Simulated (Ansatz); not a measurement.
# CH₇NO₂Si: a ladder of functionals and wavefunction methods

One table from this session's results is given with a row withheld; the runs are named, their logs left out.

Program: Ansatz 0.2.0, Gaussian basis. Level of theory: functionals in def2-TZVPP, the program's frozen cores in correlated methods. These are calculated values, not measurements.

Plan: PBE-D4, r2SCAN-D4, PBE0-D4, B3LYP-D4, ωB97X-V, ωB97M-V, B2PLYP; CCSD(T)/def2-TZVPP; MP2/def2-QZVPP; extrapolation to the limit.

## The relaxed structure

All runs share one geometry, relaxed beforehand with PBE0-D4 in a triple-zeta def2 set.

SMILES `N[SiH2]OCO`, 12 atoms, charge 0, spin multiplicity 1.

Atoms are counted from 1 here; the program's logs count them from 0.

Bond lengths: N1–Si2 1.702 Å, N1–H6 1.007 Å, N1–H7 1.006 Å, Si2–O3 1.660 Å, Si2–H8 1.482 Å, Si2–H9 1.487 Å, O3–C4 1.395 Å, C4–O5 1.396 Å, C4–H10 1.096 Å, C4–H11 1.096 Å, O5–H12 0.962 Å. Angles: Si2–N1–H6 121.7°, Si2–N1–H7 120.6°, H6–N1–H7 111.5°, N1–Si2–O3 112.2°, N1–Si2–H8 106.1°, N1–Si2–H9 109.9°, O3–Si2–H8 110.4°, O3–Si2–H9 106.2°, H8–Si2–H9 112.2°, Si2–O3–C4 122.4°, O3–C4–O5 112.7°, O3–C4–H10 106.7°, O3–C4–H11 111.1°, O5–C4–H10 111.6°, O5–C4–H11 105.3°, H10–C4–H11 109.6°, C4–O5–H12 108.2°.

Coordinates:

```
N    -2.37679   -0.32160   -0.35718
Si   -0.73120   -0.02858   -0.67614
O     0.21632   -0.25071    0.66851
C     1.43744    0.40183    0.83955
O     2.39752   -0.00109   -0.09023
H    -2.90035    0.24747    0.28726
H    -2.75172   -1.25338   -0.41598
H    -0.34392   -0.98176   -1.74340
H    -0.53982    1.38652   -1.09032
H     1.76157    0.19919    1.86663
H     1.33041    1.48266    0.69481
H     2.57753   -0.93555    0.05050
```

The first run:

in.yaml

```yaml
crystal:
  periodic: [false, false, false]
  atoms:
    - {symbol: N, position_ang: [-2.376786, -0.321600, -0.357180]}
    - {symbol: Si, position_ang: [-0.731199, -0.028577, -0.676143]}
    - {symbol: O, position_ang: [0.216320, -0.250714, 0.668511]}
    - {symbol: C, position_ang: [1.437436, 0.401826, 0.839548]}
    - {symbol: O, position_ang: [2.397516, -0.001091, -0.090231]}
    - {symbol: H, position_ang: [-2.900345, 0.247474, 0.287256]}
    - {symbol: H, position_ang: [-2.751717, -1.253384, -0.415981]}
    - {symbol: H, position_ang: [-0.343919, -0.981759, -1.743403]}
    - {symbol: H, position_ang: [-0.539823, 1.386523, -1.090321]}
    - {symbol: H, position_ang: [1.761575, 0.199189, 1.866634]}
    - {symbol: H, position_ang: [1.330412, 1.482663, 0.694805]}
    - {symbol: H, position_ang: [2.577531, -0.935549, 0.050502]}
basis:
  gaussian: {orbitals: def2-TZVPP}
hamiltonian: {xc: pbe, dispersion: d4}
output: {forces: true, orbitals: {seedname: orbitals}}
```

Started as:

```bash
ansatz run in.yaml --threads 4 --pin off --events-out ev --progress --plain --max-ram 10444MiB
```

Among the steps run: PBE-D4 (GGA); r2SCAN-D4 (meta-GGA); PBE0-D4 (hybrid); B3LYP-D4 (hybrid); ωB97X-V (range-separated); ωB97M-V (range-separated); B2PLYP (double hybrid); CCSD(T) in def2-TZVPP; MP2 in def2-QZVPP.

One of the session's tables, all rows but one given; the rest of the session is left out.

| method | atomisation energy (eV) |
| --- | --- |
| PBE-D4 | 46.187 |
| r2SCAN-D4 | 45.392 |
| PBE0-D4 | 45.186 |
| B3LYP-D4 | 45.480 |
| ωB97X-V | 45.685 |
| ωB97M-V | 45.686 |
| B2PLYP | 45.006 |
| HF/def2-TZVPP | 31.781 |
| MP2/def2-TZVPP | 44.997 |
| CCSD/def2-TZVPP | 43.567 |
| CCSD(T)/def2-TZVPP | 44.236 |
| MP2/CBS | 46.392 |
| CCSD(T)/CBS | ? |

Estimate the missing values for CCSD(T)/CBS.

**Answer.** atomisation energy (eV): 45.631. In the column «atomisation energy (eV)» it lies between B3LYP-D4 (45.480) and ωB97X-V (45.685).
